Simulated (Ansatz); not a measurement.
Working through a ladder of methods at one geometry of CH₆FNSi₂, SMILES F[SiH]1NC1[SiH3]

With the Ansatz DFT code, driven from Python.

Input file `ch6fnsi2.xyz`:
```text
11

F    -1.52130   -0.48910    2.45490
Si   -0.50090    0.17260    1.44160
N     0.42170   -1.12580    0.89560
C    -0.30910   -0.66820   -0.18660
Si    0.18900    0.49690   -1.51720
H     0.51250    1.10310    2.02200
H     1.44670   -0.80880    0.84040
H    -1.19650   -1.27770   -0.44150
H    -0.83550    1.57220   -1.66400
H     1.45200    1.16960   -1.06330
H     0.40680   -0.20180   -2.76130
```

Typed at the interpreter:
```pycon
>>> from pathlib import Path
>>> import ansatz as az
>>> import numpy as np
>>> BASIS_SET = "def2-SVP"
>>> mol = az.Crystal.molecule_from_extxyz("ch6fnsi2.xyz")
>>> model = mol.calculation().basis(gaussian=BASIS_SET)
>>> print("functional    E (Ha)        dipole (D)   HOMO (eV)  LUMO (eV)")
functional    E (Ha)        dipole (D)   HOMO (eV)  LUMO (eV)
>>> for name in ["lda", "hse06", "pbe0", "cam_b3lyp", "r2scan"]:
...     rep = model.functional(name).forces().orbitals().run(runs_dir="runs").report
...     lines = Path(rep["orbitals_path"]).read_text().splitlines()
...     field_of = lambda key: [line.split("=")[1].strip() for line in lines if line.startswith(key)]
...     orbitals = [(27.211386 * float(e), s, float(n)) for e, s, n in zip(field_of("Ene="), field_of("Spin="), field_of("Occup="))]
...     homo = max(e for e, _, n in orbitals if n > 0.5)
...     lumo = min(e for e, _, n in orbitals if n < 0.5)
...     dipole = 4.803205 * np.linalg.norm(rep["charge_distribution"]["dipole_moment_e_ang"])
...     print(f"{name:10s} {rep['free_energy_ev'] / 27.211386246:14.6f} {dipole:9.3f} {homo:11.3f} {lumo:10.3f}")
...
lda           -771.146509     1.834      -5.549     -2.138
hse06         -774.463017     2.007      -6.233     -1.605
pbe0          -774.485047     2.014      -6.628     -1.228
cam_b3lyp     -774.868466     2.106      -7.836     -0.138
r2scan        -774.787945     1.873      -5.707     -1.907
```

Caveats:
- These settings explore the input space; basis and method may be short of convergence.
- The geometry is a force-field or estimated start, not a minimum of this method, and the basis set is short of its limit. A lower total doesn't mark the better method: functionals have no common bound, and MP2 and coupled cluster aren't variational.
- Levels such as HOMO and LUMO are orbital energies: with these approximate functionals they aren't the ionisation energy and electron affinity, and their gap isn't the fundamental gap.
- hse06 follows the composition of plane-wave codes, whose totals differ by tens of mHa, up to about 0.1 Ha, from the form usual in Gaussian-basis programs (wpbeh).
- Timing: 23 s on 1 thread of Arm Neoverse V2, with other jobs on the host, peak memory 0.34 GiB.

(Lines on the test bed's own set-up are left out of the output.)
